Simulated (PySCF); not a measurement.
# SbH−: from the state search to spectroscopic constants

An exercise on one series of results from a longer session: the logs are not shown, and one member is left open.

Method: Sb def2-TZVPPD with ECP28, H def2-TZVPPD, scalar-relativistic core potentials; program: PySCF 2.14.0.

2 further runs of the same task are left out: 2 set aside as unsound or not needed.

Set-up of the first run:

A driver script around PySCF takes these settings:

```json
{
 "atoms": "Sb, H",
 "charge": "-1",
 "basis": "Sb def2-TZVPPD with ECP28, H def2-TZVPPD",
 "Hamiltonian": "scalar-relativistic core potentials",
 "basis functions": "73",
 "electrons treated": "25",
 "masses in u": "120.9038, 1.0078",
 "levels": "PBE0, PBE, r²SCAN, B3LYP, TPSSh, BHandHLYP, M06, B2PLYP, LC-ωPBE, MP2, SCS-MP2, CCSD, CCSD(T)",
 "grid": "80 radial by 434 angular points",
 "occupations": "held fixed by the projection of orbital angular momentum",
 "dissociation limit": "Sb− + H, each in its ground configuration",
 "starting distance in angstrom": "1.785",
 "values of 2S to try": "1, 3"
}
```

The run is started by

```sh
$ OMP_NUM_THREADS=1 python dia.py task.json out
```

Steps of the session up to this table: Set-up; PBE0 along the bond; PBE (GGA); r²SCAN (meta-GGA); B3LYP (global hybrid GGA); TPSSh; BHandHLYP; M06 (hybrid meta-GGA); B2PLYP; LC-ωPBE (range-separated hybrid); MP2 and coupled cluster.

One table of the session follows, with a row left open; its other results are not shown here.

It belongs to the step «Constants by level of theory». 

| level | Re (Å) | ωe (cm⁻¹) | De (eV) |
| --- | --- | --- | --- |
| UHF-MP2 | 1.708 | 1909 | 2.68 |
| UHF-SCS-MP2 | ? | ? | ? |
| UHF-CCSD | 1.722 | 1844 | 2.80 |
| UHF-CCSD(T) | 1.725 | 1826 | 2.85 |
| PBE | 1.751 | 1741 | 2.85 |
| r²SCAN | 1.732 | 1810 | 2.83 |
| TPSSh | 1.737 | 1806 | 2.97 |
| B3LYP | 1.742 | 1774 | 2.92 |
| PBE0 | 1.733 | 1819 | 2.80 |
| M06 | 1.751 | 1763 | 3.02 |
| BHandHLYP | 1.725 | 1854 | 2.83 |
| LC-ωPBE | 1.718 | 1893 | 2.75 |
| B2PLYP | 1.729 | 1827 | 2.86 |

Q: Estimate the row for UHF-SCS-MP2 from the others.

The run gave: Re (Å): 1.716; ωe (cm⁻¹): 1877; De (eV): 2.78. In the column «Re (Å)» it lies between UHF-MP2 (1.708) and LC-ωPBE (1.718).
